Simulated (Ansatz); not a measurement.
Run this with Ansatz 0.2.0, Python API and show what comes out.

Script `report_znag.py`:
```python
"""Bonding analysis of ZnAg."""

from collections import Counter
from pathlib import Path
import warnings

import ansatz as az
import numpy as np
from pymatgen.core import Structure
from scipy.ndimage import map_coordinates

warnings.simplefilter("ignore", az.DeckWarning)

lattice = az.Lattice.of(
    [1.550832, -2.299682, 0.0],
    [1.550832, 2.299682, 0.0],
    [0.0, 0.0, 4.429162],
)
sites = [
    ("Zn", [0.5, 0.5, 0.5]),
    ("Ag", [0.0, 0.0, 0.0]),
]
crystal = az.Crystal(lattice=lattice)
for symbol, position in sites:
    crystal = crystal.atom(symbol, position)

base = (
    crystal.calculation()
    .occupations("cold", width=0.1)
    .kpoints(9, 9, 5)
    .functional(az.Functional.PBESOL)
    .populations()
    .density()
    .band_table()
    .bader_charges()
)
out = base.run(threads=1, backend="cpu")
data = out.report

for key in ("converged", "n_iterations", "n_electrons", "n_kpoints", "n_pw", "n_symmetry_ops", "free_energy_ev", "fermi_energy_ev"):
    print(f"{key:18s} {data[key]}")

files = Path(out.write_results("tables"))
print((files / "populations.tsv").read_text())

final = Structure(out.lattice.cell_ang, [s.symbol for s in out.lattice.sites], [s.position_frac for s in out.lattice.sites])
# smooth valence density along the shortest bond of atom 0
rho = out.density()
total = sum(channel.density_e_per_ang3 for channel in rho.channels[:2])
grid_cell = np.asarray(rho.fft_grid_basis) @ out.lattice.cell_ang
partner = min(final.get_neighbors(final[0], 5.0), key=lambda n: n.nn_distance)
line = np.linspace(final[0].coords, partner.coords, 9)
points = (line @ np.linalg.inv(grid_cell)) * rho.dims
values = map_coordinates(total, points.T, order=3, mode="grid-wrap")
print(f"from {final[0].specie} to {partner.specie}, {partner.nn_distance:.3f} A")
for t, value in zip(np.linspace(0, partner.nn_distance, 9), values):
    print(f"{t:7.3f} A  {value:9.4f} e/A^3")

# first shell of each atom, within 15 % of its shortest distance
for index, site in enumerate(final):
    near = final.get_neighbors(site, 4.5)
    edge = 1.15 * min(n.nn_distance for n in near)
    shell = Counter((round(n.nn_distance, 2), n.specie.symbol) for n in near if n.nn_distance < edge)
    print(f"{index:2d} {site.specie.symbol:2s}", ", ".join(f"{count} {symbol} at {d:.2f}" for (d, symbol), count in sorted(shell.items())))

# the band energy is the weighted sum of filled levels
eps, occ = np.array(data["eigenvalues_ev"]), np.array(data["occupations"])
wk = np.tile(data["kweights"], len(eps) // len(data["kweights"]))
print(f"sum of w f eps = {wk @ (eps * occ).sum(axis=1):.4f} eV, reported band energy {data['components']['e_band']:.4f} eV")

print(base.to_python())

charges = out.bader_charges()
for atom in charges.atoms:
    print(f"Bader charge {atom.symbol:2s} {atom.partial_charge_e:+.3f} e")
```

Running `python report_znag.py` prints:
```text
converged          True
n_iterations       6
n_electrons        31.0
n_kpoints          75
n_pw               617
n_symmetry_ops     8
free_energy_ev     -10803.185959315328
fermi_energy_ev    14.63483857998244
# site	symbol	l	j	q
# orbitals = lowdin
# n_electrons = 31.000000
# spilling = 0.021093
0	Zn	0_4S	-	1.356732
0	Zn	2_3D	-	9.976420
1	Ag	0_4S	-	1.994020
1	Ag	0_5S	-	1.167279
1	Ag	1_4P	-	5.998384
1	Ag	2_4D	-	9.853297

from Zn to Ag, 2.704 A
  0.000 A    45.9253 e/A^3
  0.338 A    13.6568 e/A^3
  0.676 A     1.2685 e/A^3
  1.014 A     0.3374 e/A^3
  1.352 A     0.2573 e/A^3
  1.690 A     0.6105 e/A^3
  2.028 A     3.9555 e/A^3
  2.366 A    13.9965 e/A^3
  2.704 A    21.1253 e/A^3
 0 Zn 4 Ag at 2.70, 4 Zn at 2.77, 2 Zn at 3.10
 1 Ag 4 Zn at 2.70, 4 Ag at 2.77, 2 Ag at 3.10
sum of w f eps = -198.1135 eV, reported band energy -198.1135 eV
(
    az.Lattice.of(((1.550832, -2.299682, 0.0), (1.550832, 2.299682, 0.0), (0.0, 0.0, 4.429162)))
    .atom("Zn", (0.5, 0.5, 0.5))
    .atom("Ag", (0.0, 0.0, 0.0))
    .calculation()
    .kpoints(9, 9, 5)
    .functional("pbesol")
    .occupations(method="cold", width=0.1)
    .density()
    .populations()
    .bader_charges()
    .band_table(publish=True)
)

Bader charge Zn +0.193 e
Bader charge Ag -0.193 e
```

Reading the output:
- Total energies depend on the potentials; only differences at equal settings carry meaning. A total without «per atom» is that of the cell as typed.
- The computed bands are complete only to about 5.4 eV above the Fermi level.
- For a metal this k-point mesh is coarse: on a finer one energies can move by several to tens of meV an atom and pressures by half a GPa or more, differences at one mesh by less.
- The zero of the levels is a convention of the potentials, so an absolute Fermi energy is no work function.
- Grid values close to the nuclei reflect the PAW or pseudopotential construction, not the all-electron fields.
- This cell is a computed structure, which may not be the phase found in nature.
- Gaps and levels are Kohn-Sham values on a finite set of k-points, without spin-orbit coupling.
- Hardware and time: 14 s on 1 thread of Intel(R) Xeon(R) Platinum 8488C (Sapphire Rapids) (shared host), peak memory 0.46 GiB.

(Lines on the test bed's own set-up are left out of the output.)
